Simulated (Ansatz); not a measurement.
**CH₂AlClOS: up Jacob's ladder to CCSD(T)**

One table from this session's results is given with a row withheld; the runs are named, their logs left out.

Method: functionals in def2-TZVPP, the program's frozen cores in correlated methods; program: Ansatz 0.2.0, Gaussian basis.

Levels to be run: LDA (SPW92), PBE-D4, revPBE-D4, BLYP-D4, r2SCAN-D4, B97M-V, PBE0-D4, B3LYP-D4, r2SCANh-D4, r2SCAN0-D4, HSE06-D4, BHLYP-D4, CAM-B3LYP-D4, LC-ωPBE, ωB97X-V, ωB97M-V, B2PLYP, PBE-QIDH; CCSD(T)/def2-SVP; CCSD(T)/def2-TZVPP; MP2/def2-QZVPP; extrapolation to the limit; RPA on PBE.

### The geometry

An earlier PBE0-D4 in a triple-zeta def2 set relaxation fixed the geometry.

SMILES `S[CH]1[O][Al]1[Cl]`, 7 atoms, charge 0, spin multiplicity 1.

Atoms are counted from 1 here; the program's logs count them from 0.

Bond lengths: S1–C2 1.764 Å, S1–H6 1.349 Å, C2–O3 1.500 Å, C2–Al4 1.879 Å, C2–H7 1.088 Å, O3–Al4 1.690 Å, Al4–Cl5 2.060 Å. Angles: C2–S1–H6 99.2°, S1–C2–O3 116.7°, S1–C2–Al4 120.8°, S1–C2–H7 112.3°, O3–C2–Al4 58.8°, O3–C2–H7 110.6°, Al4–C2–H7 124.4°, C2–O3–Al4 71.9°, C2–Al4–O3 49.4°, C2–Al4–Cl5 167.7°, O3–Al4–Cl5 143.0°.

Set-up of the first run:

Input file in.yaml:

```yaml
crystal:
  periodic: [false, false, false]
  atoms:
    - {symbol: S, position_ang: [-1.055422, 0.125788, 1.522911]}
    - {symbol: C, position_ang: [0.300779, 0.144841, 0.394313]}
    - {symbol: O, position_ang: [0.476445, -1.068282, -0.470327]}
    - {symbol: Al, position_ang: [0.009731, 0.219711, -1.460221]}
    - {symbol: Cl, position_ang: [-0.397615, 0.728541, -3.414524]}
    - {symbol: H, position_ang: [-0.510951, -0.626020, 2.502187]}
    - {symbol: H, position_ang: [1.238333, 0.407422, 0.879860]}
basis:
  gaussian: {orbitals: def2-TZVPP}
hamiltonian: {xc: lda}
output: {orbitals: {seedname: orbitals}}
```

Run with:

```sh
$ ansatz run in.yaml --threads 2 --pin off --events-out ev --progress --plain --max-ram 4352MiB
```

Steps of the session up to this table: LDA; PBE-D4 (GGA); revPBE-D4 (GGA); BLYP-D4 (GGA); r2SCAN-D4 (meta-GGA); B97M-V (meta-GGA); B3LYP-D4 (hybrid); r2SCANh-D4 (hybrid); r2SCAN0-D4 (hybrid); HSE06-D4 (hybrid); BHLYP-D4 (hybrid); CAM-B3LYP-D4 (range-separated); LC-ωPBE (range-separated); ωB97X-V (range-separated); ωB97M-V (range-separated); B2PLYP (double hybrid); PBE-QIDH (double hybrid).

One of the session's tables, all rows but one given; the rest of the session is left out.

It belongs to the step «Frontier levels by functional». 

| functional | HOMO (eV) | LUMO (eV) | gap (eV) |
| --- | --- | --- | --- |
| LDA (SPW92) | -6.04 | -2.85 | 3.19 |
| PBE-D4 | -5.86 | -2.58 | 3.28 |
| revPBE-D4 | -5.78 | -2.45 | 3.34 |
| BLYP-D4 | -5.73 | -2.49 | 3.24 |
| r2SCAN-D4 | -6.07 | -2.25 | 3.82 |
| B97M-V | -6.11 | -2.35 | 3.77 |
| PBE0-D4 | -7.08 | -1.75 | 5.33 |
| B3LYP-D4 | -6.87 | -2.01 | 4.87 |
| r2SCANh-D4 | -6.54 | -1.97 | 4.56 |
| r2SCAN0-D4 | ? | ? | ? |
| HSE06-D4 | -6.68 | -2.13 | 4.56 |
| BHLYP-D4 | -8.16 | -0.93 | 7.23 |
| CAM-B3LYP-D4 | -8.41 | -0.79 | 7.62 |
| LC-ωPBE | -9.73 | 0.43 | 10.16 |
| ωB97X-V | -9.39 | 0.27 | 9.66 |
| ωB97M-V | -9.25 | 0.01 | 9.26 |

Estimate the missing values for r2SCAN0-D4.

Worked estimate for «HOMO (eV)». Against the share of exact exchange, r2SCAN-D4 (0, -6.07), r2SCANh-D4 (0.1, -6.54) give a slope of -4.70 per unit share; at 0.25 the line stands at -7.24.

The run gave: HOMO (eV): -7.23; LUMO (eV): -1.56; gap (eV): 5.66. In «HOMO (eV)» the line misses by -0.01.
